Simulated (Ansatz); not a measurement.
# GeH₃ radical: basis-set convergence

An exercise on one series of results from a longer session: the logs are not shown, and one member is left open.

The runs use Ansatz 0.2.0, Gaussian basis; one geometry, several basis sets.

Plan: PBE0-D4/def2-SVP; ωB97M-V/def2-SVP; PBE0-D4/def2-QZVPP; ωB97M-V/def2-QZVPP; the functionals' def2-TZVPP values are taken from earlier runs.

### Structure used throughout

An earlier PBE0-D4 in a triple-zeta def2 set relaxation fixed the geometry.

SMILES `[GeH3]`, 4 atoms, charge 0, spin multiplicity 2.

Atoms are counted from 1 here; the program's logs count them from 0.

Bond lengths: Ge1–H2 1.539 Å, Ge1–H3 1.539 Å, Ge1–H4 1.539 Å. Angles: H2–Ge1–H3 111.1°, H2–Ge1–H4 111.1°, H3–Ge1–H4 111.1°.

Geometry (Å):

```xyz
4
charge 0, multiplicity 2
Ge    0.2146   -0.1259   -0.2494
H     1.0550    0.1096    1.0183
H    -0.8828   -1.1759   -0.0001
H    -0.3868    1.1922   -0.7688
```

The first run:

in.yaml

```yaml
crystal:
  periodic: [false, false, false]
  atoms:
    - {symbol: Ge, position_ang: [0.214577, -0.125905, -0.249397]}
    - {symbol: H, position_ang: [1.055031, 0.109610, 1.018261]}
    - {symbol: H, position_ang: [-0.882773, -1.175870, -0.000057]}
    - {symbol: H, position_ang: [-0.386834, 1.192155, -0.768808]}
basis:
  gaussian: {orbitals: def2-SVP}
magnetization: {spin_polarized: true, initial_magnetization: 1}
hamiltonian: {xc: pbe0, dispersion: d4}
output: {orbitals: {seedname: orbitals}}
```

Steps of the session up to this table: PBE0-D4 in def2-SVP; ωB97M-V in def2-SVP; PBE0-D4 in def2-QZVPP; ωB97M-V in def2-QZVPP.

One of the session's tables, all rows but one given; the rest of the session is left out.

It belongs to the step «Density functionals: the series». 

```
functional       basis  HOMO (eV)  LUMO (eV)
   PBE0-D4    def2-SVP      -6.27      -2.70
   PBE0-D4  def2-TZVPP      -6.29      -2.73
   PBE0-D4  def2-QZVPP      -6.31      -2.78
   ωB97M-V    def2-SVP          ?          ?
   ωB97M-V  def2-TZVPP      -8.26      -0.92
   ωB97M-V  def2-QZVPP      -8.28      -1.05
```

Q: Estimate the row for ωB97M-V, def2-SVP from the others.

**Answer.** HOMO (eV): -8.22; LUMO (eV): -0.83. In the column «HOMO (eV)» it lies between ωB97M-V, def2-TZVPP (-8.26) and PBE0-D4, def2-QZVPP (-6.31).
